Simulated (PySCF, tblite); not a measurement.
# C₂H₃BF radical: geometry, infrared bands and EPR parameters

Aim: predict the infrared bands and EPR parameters of C₂H₃BF radical (`[H]/[C]=C\BF`).

Programs: tblite 0.8.0 and PySCF 2.14.0, with density-fitted response routines of our own. Each step states its level of theory. These are calculated values for one molecule in the gas phase, unless marked as measured. Atoms count from 0, in the outputs and in this text.

**1. The molecule as given**

7 atoms, charge 0, multiplicity 2; geometry from: force field or distance geometry start.

Bonds of the start (Å): C0–C1 1.35, C1–B2 1.56, B2–F3 1.46, C0–H4 1.09, C1–H5 1.09, B2–H6 1.17.

**2. Geometry optimisation with GFN2-xTB**

Job settings and geometry (Å):

```
{"job": {"kind": "relax", "xc": "GFN2-xTB", "basis": "xTB"}, "charge": 0, "multiplicity": 2}
C      1.587800    -0.022400    -0.200900
C      0.398600     0.592500    -0.063300
B     -0.826200    -0.346700     0.157300
F     -1.795800    -0.318000    -0.939900
H      1.554500    -1.106400    -0.152600
H      0.305100     1.674600    -0.079700
H     -1.220800    -0.468800     1.252000
```

Started as:

```console
$ OMP_NUM_THREADS=1 python probes_run.py task.json out
```

The driver reads the jobs from task.json and runs them one after another.

**Question.** This job is followed by: GFN2-xTB harmonic vibrations, gas phase; UKS B3LYP, pcH-1 on B C F H, non-relativistic, mean-field spin-orbit, GIAO. What will the session give for the following? strongest single infrared mode (GFN2-xTB); zero-point energy (GFN2-xTB); g(iso) (B3LYP); ⟨S²⟩; largest a(iso); potential on the surface of density 0.002 e/bohr³, 1st and 99th percentile.

**Answer**, as computed:

```
                                                                  quantity                  value
                                 strongest single infrared mode (GFN2-xTB)  1276 cm⁻¹, 447 km/mol
                                              zero-point energy (GFN2-xTB)          26.5 kcal/mol
                                                            g(iso) (B3LYP)                2.00214
                                                                      ⟨S²⟩     0.759 (exact 0.75)
                                                            largest a(iso)   13C on C0, 331.2 MHz
potential on the surface of density 0.002 e/bohr³, 1st and 99th percentile     -0.73 V and 1.44 V
```

**Reading.** Relaxing lowered the energy by 0.960 eV in 65 steps; the close pair that moved most is B2–F3, from 1.465 to 1.315 Å. No mode is imaginary among the 15: a minimum at this level. The strongest single mode, at 1276 cm⁻¹, moves mainly B2. GFN2-xTB is a fitted tight-binding method: band positions and strengths are rough. Its intensities can rank the bands wrongly. C0 carries the largest spin population, 1.01 e. The isotropic g lies 0.2 ppt below the free-electron value. The conformer search found further structures of the same energy, which may be mirror or relabelled copies of this one.
